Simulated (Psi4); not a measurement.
# One shape, several levels: doublet [GeH2]+

Wanted: a comparison of 3 runs (UHF/3-21G, U-wB97X-V/def2-TZVPPD, UHSE06/def2-TZVPPD) of doublet [GeH2]+. 

Program for the calculation: Psi4 1.11.

### 1 The structure to begin with

The species is [GeH2]+ (3 atoms), meant as a doublet with charge +1. As SMILES of the parent species, `[GeH2]`. Geometry: relaxed at PBE0-D4/def2-TZVP. That shape belongs to the parent species and isn't relaxed for this state.

Bond lengths: Ge1–H2 1.595 Å, Ge1–H3 1.594 Å. Angles: H2–Ge1–H3 90.6°.

### 2 A single-point energy at UHF/3-21G (run 1)

input.dat

```
memory 1600 MB

molecule system {
  1 2
  Ge    -1.07733286     0.76552805    -0.49832078
  H      1.47965556     1.40520035     0.96187060
  H     -0.40232269    -2.17072840    -0.46354982
  units bohr
  symmetry c1
}

set {
  reference uhf
  puream true
  e_convergence 1e-09
  d_convergence 1e-08
  scf_type pk
  maxiter 200
}

e_tot, wfn = energy("scf/3-21G", return_wfn=True)
oeprop(wfn, "QUADRUPOLE", "MAYER_INDICES", "MULLIKEN_CHARGES")
```

Command:

```
psi4 -i input.dat -o output.dat -n 1
```

output.dat:

```text
[...]
  Running in c1 symmetry.
[...]
  Nuclear repulsion =   21.473702033599352
[...]
  Multiplicity = 2
[...]
  Nalpha       = 17
  Nbeta        = 16
[...]
    Number of basis functions: 26
[...]
   @UHF iter   1: -2065.92284211253491   -4.03586e+00   2.35161e-02 DIIS/ADIIS
[...]
   @UHF iter  11: -2066.12241243199560   -2.27374e-12   2.30988e-09 DIIS
[...]
   @S^2 Observed:                7.576494158E-01
[...]
  @UHF Final Energy: -2066.12241243199560
   => Energetics <=
    Nuclear Repulsion Energy =             21.4737020335993520
    One-Electron Energy =               -2917.3480235068673210
    Two-Electron Energy =                 829.7519090412724836
    Total Energy =                      -2066.1224124319955990
  UHF NO Occupations:
  HONO-2 :   15  A 1.9984654
  HONO-1 :   16  A 1.9977282
[...]
 Multipole Moments:
 ------------------------------------------------------------------------------------
     Multipole            Electronic (a.u.)      Nuclear  (a.u.)        Total (a.u.)
 ------------------------------------------------------------------------------------
 L = 1.  Multiply by 2.5417464519 to convert [e a0] to [Debye]
 Dipole X            :         -2.1006101            1.9501117           -0.1504984
 Dipole Y            :          1.3641635           -1.2664574            0.0977061
 Dipole Z            :          0.0000000           -0.0000000            0.0000000
 Magnitude           :                                                    0.1794332
 L = 2.  Multiply by 1.3450342976 to convert [e a0^2] to [Debye ang]
 Quadrupole XX       :        -20.3576018            8.7786336          -11.5789682
 Quadrupole XY       :         -0.5913642            0.2615071           -0.3298571
[...]
```

It took 1.2 s on 1 thread of Intel Xeon 6975P-C (Granite Rapids), shared host; peak memory 0.19 GiB.

### 3 The energy at U-wB97X-V/def2-TZVPPD (run 2)

geh2.py

```python
import psi4

psi4.set_memory(1600000000)
psi4.set_num_threads(1)
psi4.core.set_output_file('geh2.out', False)

m = psi4.geometry("""
1 2
Ge    -0.570100     0.405100    -0.263700
H      0.783000     0.743600     0.509000
H     -0.212900    -1.148700    -0.245300
units angstrom
symmetry c1
no_reorient
no_com
""")

psi4.set_options({
    'basis': 'def2-TZVPPD',
    'reference': 'uks',
    'puream': True,
    'e_convergence': 1e-09,
    'd_convergence': 1e-08,
    'scf_type': 'pk',
    'dft_radial_points': 99,
    'dft_spherical_points': 590,
    'maxiter': 200,
})

result = psi4.energy("wb97x-v", molecule=m)
print('E =', round(result, 9))
for k, v in sorted(psi4.core.scalar_variables().items()):
    print(f'{k:45s} {v:18.10f}')
```

Command:

```
python geh2.py
```

geh2.out:

```text
[...]
  Running in c1 symmetry.
[...]
  Nuclear repulsion =   21.473702028079792
[...]
  Multiplicity = 2
[...]
  Nalpha       = 17
  Nbeta        = 16
[...]
    Number of basis functions: 88
[...]
   @UKS iter   1: -2076.38938107995136   -2.16211e+00   3.26343e-02 DIIS/ADIIS
[...]
   @UKS iter  11: -2077.60208150618337   -1.95541e-11   7.60038e-09 DIIS
[...]
   @S^2 Observed:                7.552790446E-01
[...]
  @UKS Final Energy: -2077.60208150618337
   => Energetics <=
    Nuclear Repulsion Energy =             21.4737020280797921
    One-Electron Energy =               -2927.2657796682724438
    Two-Electron Energy =                 889.9648211398027797
    DFT Exchange-Correlation Energy =     -61.9156364362564346
    Empirical Dispersion Energy =           0.0000000000000000
    VV10 Nonlocal Energy =                  0.1408114304627118
    Total Energy =                      -2077.6020815061833673
[...]
 Multipole Moments:
 ------------------------------------------------------------------------------------
     Multipole            Electronic (a.u.)      Nuclear  (a.u.)        Total (a.u.)
 ------------------------------------------------------------------------------------
 L = 1.  Multiply by 2.5417464519 to convert [e a0] to [Debye]
 Dipole X            :         32.4045708          -33.3973188           -0.9927480
 Dipole Y            :        -23.0259572           23.7313697            0.7054124
 Dipole Z            :         14.9887468          -15.4479442           -0.4591973
 Magnitude           :                                                    1.3015443
[...]
```

Standard output:

```text
E = -2077.602081506
CURRENT ENERGY                                  -2077.6020815062
CURRENT REFERENCE ENERGY                        -2077.6020815062
DD SOLVATION ENERGY                                 0.0000000000
DFT FUNCTIONAL TOTAL ENERGY                     -2077.6020815062
DFT TOTAL ENERGY                                -2077.6020815062
DFT VV10 ENERGY                                     0.1408114305
DFT XC ENERGY                                     -61.9156364363
GRID ELECTRONS ALPHA                               17.0000000280
GRID ELECTRONS BETA                                16.0000000179
GRID ELECTRONS TOTAL                               33.0000000459
NUCLEAR REPULSION ENERGY                           21.4737020281
ONE-ELECTRON ENERGY                             -2927.2657796683
PCM POLARIZATION ENERGY                             0.0000000000
PE ENERGY                                           0.0000000000
SCF ITERATION ENERGY                            -2077.6020815062
SCF ITERATIONS                                     11.0000000000
SCF TOTAL ENERGY                                -2077.6020815062
TWO-ELECTRON ENERGY                               889.9648211398
XC GRID RADIAL POINTS                              99.0000000000
XC GRID SPHERICAL POINTS                          590.0000000000
XC GRID TOTAL POINTS                           169047.0000000000
```

Run time: 19 s. Hardware: 1 thread of Intel Xeon 6975P-C (Granite Rapids), shared host; peak memory 0.81 GiB.

### 4 Energy and gradient at UHSE06/def2-TZVPPD (run 3)

job.in

```
memory 1600 MB

molecule mol {
  1 2
  Ge    -1.07733286     0.76552805    -0.49832078
  H      1.47965556     1.40520035     0.96187060
  H     -0.40232269    -2.17072840    -0.46354982
  units bohr
  symmetry c1
  no_reorient
  no_com
}

set basis def2-TZVPPD
set reference uks
set puream true
set e_convergence 1e-09
set d_convergence 1e-08
set scf_type pk
set dft_radial_points 99
set dft_spherical_points 590
set maxiter 200

e, wfn = gradient("hse06", return_wfn=True)
oeprop(wfn, "QUADRUPOLE", "MULLIKEN_CHARGES", "MAYER_INDICES", title="HSE06")
print_variables()
```

Command:

```
psi4 -i job.in -o job.out -n 1
```

job.out:

```text
[...]
  Running in c1 symmetry.
[...]
  Nuclear repulsion =   21.473702033599345
[...]
  Multiplicity = 2
[...]
  Nalpha       = 17
  Nbeta        = 16
[...]
    Number of basis functions: 88
[...]
   @UKS iter   1: -2076.24207168625844   -1.83022e+00   3.33508e-02 DIIS/ADIIS
[...]
   @UKS iter  11: -2077.52480244659773   -1.36424e-12   1.65252e-09 DIIS
[...]
   @S^2 Observed:                7.547764688E-01
[...]
  @UKS Final Energy: -2077.52480244659773
   => Energetics <=
    Nuclear Repulsion Energy =             21.4737020335993449
    One-Electron Energy =               -2927.4107298729177273
    Two-Electron Energy =                 888.6554742054197504
    DFT Exchange-Correlation Energy =     -60.2432488126988446
    Empirical Dispersion Energy =           0.0000000000000000
    VV10 Nonlocal Energy =                  0.0000000000000000
    Total Energy =                      -2077.5248024465977323
[...]
  -Total Gradient:
     Atom            X                  Y                   Z
    ------   -----------------  -----------------  -----------------
       1       -0.029877015563     0.021211346827    -0.013821724443
       2        0.009739946123    -0.020460296804     0.002976054232
       3        0.020107158034    -0.000729886400     0.010831824413
[...]
  Mulliken Charges: (a.u.)
   Center  Symbol    Alpha    Beta     Spin     Total
       1    GE    15.89857 15.24613  0.65244  0.85530
       2     H     0.55072  0.37692  0.17380  0.07235
       3     H     0.55070  0.37695  0.17376  0.07235
   Total alpha = 17.00000, Total beta = 16.00000, Total charge =  1.00000
  Mayer Bond Indices:
  Total Bond Index:
  Irrep: 1 Size: 3 x 3
[...]
```

It took 20 s on 1 thread of Intel Xeon 6975P-C (Granite Rapids), shared host; peak memory 0.81 GiB.

### 5 The series

| run | level | integration grid | task | energy (Eh) | HOMO energy (eV) | LUMO energy (eV) | ⟨S²⟩ | wall time |
| --- | --- | --- | --- | --- | --- | --- | --- | --- |
| 1 | UHF/3-21G | – | energy | -2066.122412 | -18.29 | -7.82 | 0.758 | 1.2 s |
| 2 | U-wB97X-V/def2-TZVPPD | 99 radial × 590 angular | energy | -2077.602082 | -17.80 | -9.82 | 0.755 | 19 s |
| 3 | UHSE06/def2-TZVPPD | 99 radial × 590 angular | gradient | -2077.524802 | -15.17 | -12.29 | 0.755 | 20 s |

### 6 Outcome

| quantity | value |
| --- | --- |
| run 3: total energy | -2077.52480 Eh |
| run 3: HOMO energy (highest over α and β) | -15.17 eV |
| run 3: LUMO energy (lowest over α and β) | -12.29 eV |
| run 3: ⟨S²⟩ | 0.755 |
| run 3: largest force on an atom | 2.014 eV/Å |

**Reading.** Totals of different functionals can't be ranked against each other. All runs together took 41 s, the longest 20 s.
